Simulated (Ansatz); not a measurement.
The system is BiTe.

```
CELL_PARAMETERS angstrom
0.00000 3.23500 3.23500
3.23500 0.00000 3.23500
3.23500 3.23500 0.00000
ATOMIC_POSITIONS crystal
Bi 0.00000 0.00000 0.00000
Te 0.50000 0.50000 0.50000
```

| Item | Value |
| --- | --- |
| Program | Ansatz 0.2.0 |
| Task | relaxation of cell and atoms |
| Functional | PBEsol |
| Dispersion | D4 |
| Potentials or basis | Ansatz PAW |
| Cutoff | 420 eV (not typed: the program's choice for these potentials) |
| k mesh | 7 × 7 × 7 |
| Occupations | fermi-dirac, width 0.05 eV |
| Spin | no spin polarisation |

At the start: volume 33.86 Å³/atom.

Q: How do energy, volume and symmetry change on relaxing?

A: It ends after 5 steps and the volume is 32.01 Å³/atom (-5.4 %); space group Fm-3m (No. 225, to 0.05 Å).

Step by step:
| step | energy change (eV) | largest force (eV/Å) | volume (Å³) |
| --- | --- | --- | --- |
| 1 | 0.0000 | 0.0000 | 67.71 |
| 2 | -0.0254 | 0.0000 | 62.21 |
| 3 | -0.0344 | 0.0000 | 64.19 |
| 4 | -0.0345 | 0.0000 | 64.02 |
| 5 | -0.0339 | 0.0000 | 64.02 |

Final structure:
```
Bi Te
1.0
     0.00000    3.17517    3.17517
     3.17517    0.00000    3.17517
     3.17517    3.17517    0.00000
Bi Te
1 1
Direct
  0.00000 0.00000 0.00000
  0.50000 0.50000 0.50000
```

Caveat: the plane-wave basis is chosen anew once the cell has moved, so the energies of steps on either side of that aren't comparable; pairwise dispersion overbinds metals, which lowers pressure and volume; the PAW data sets come from PBE, with cores solved anew for the run's functional, which leaves a small shift of forces and pressure.
